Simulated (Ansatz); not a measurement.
# BiTe: a trigonal deformation path

The task here is to estimate one member of a computed series from the others.

Method: DFT PBEsol, scalar-relativistic, plane waves, PAW, in Ansatz 0.2.0.

## The starting structure

It takes space group Fm-3m (No. 225, cubic). The conventional cell has a = 6.470 Å, b = 6.470 Å, c = 6.470 Å, α = 90.00°, β = 90.00°, γ = 90.00°. Bi (site symmetry m-3m) is surrounded by 6 Te at 3.23 Å. Te (site symmetry m-3m) is surrounded by 6 Bi at 3.23 Å.

Coordinates:

```
Bi Te
1.0
     0.00000    3.23500    3.23500
     3.23500    0.00000    3.23500
     3.23500    3.23500    0.00000
Bi Te
1 1
Direct
  0.00000 0.00000 0.00000
  0.50000 0.50000 0.50000
```

The cell is taken as given, not relaxed at this level.

The first run:

Contents of input.yaml:

```yaml
crystal:
  lattice:
    - [0.0, 3.235, 3.235]
    - [3.235, 0.0, 3.235]
    - [3.235, 3.235, 0.0]
  atoms:
    - { symbol: Bi, position: [0.0, 0.0, 0.0] }
    - { symbol: Te, position: [0.5, 0.5, 0.5] }
basis:
  ecutwfc: 420
kpoints:
  mp_grid: { grid: [14, 14, 14] }
hamiltonian:
  xc: pbesol
scf:
  occupations: { method: gaussian, width: 0.15 }
output:
  forces: true
  stress: true
  eigenvalues: true
```

Steps of the session up to this table: The undisturbed cell; At ρ = 0.500; Point ρ = 2.000; ρ = 0.710; Point ρ = 1.410; At ρ = 0.600; Point ρ = 0.850; At ρ = 1.200; Point ρ = 1.700; Point ρ = 0.930; Point ρ = 1.080.

One of the session's tables, all rows but one given; the rest of the session is left out.

```
    ρ  ΔE (meV/atom)  pressure (GPa)
0.500          208.8            -7.3
0.600              ?               ?
0.710           54.6            -4.4
0.850           -1.1            -2.5
0.930            0.3            -1.9
1.000            0.0            -1.7
1.080            0.9            -1.9
1.200            2.4            -2.7
1.410           69.7            -4.5
1.700          281.7            -6.2
2.000          401.4            -6.8
```

Estimate the missing values for ρ = 0.600.

Worked estimate for «ΔE (meV/atom)». A straight line through the neighbours (0.500, 208.8) and (0.710, 54.6) gives 208.8 + (54.6 − 208.8) × (0.600 − 0.500) / (0.710 − 0.500) = 135.4; a parabola fitted to 3 rows on both sides gives 124.8.

**Answer.** ΔE (meV/atom): 168.1; pressure (GPa): -6.2. In «ΔE (meV/atom)» the line misses by -32.7 and the parabola by -43.3.
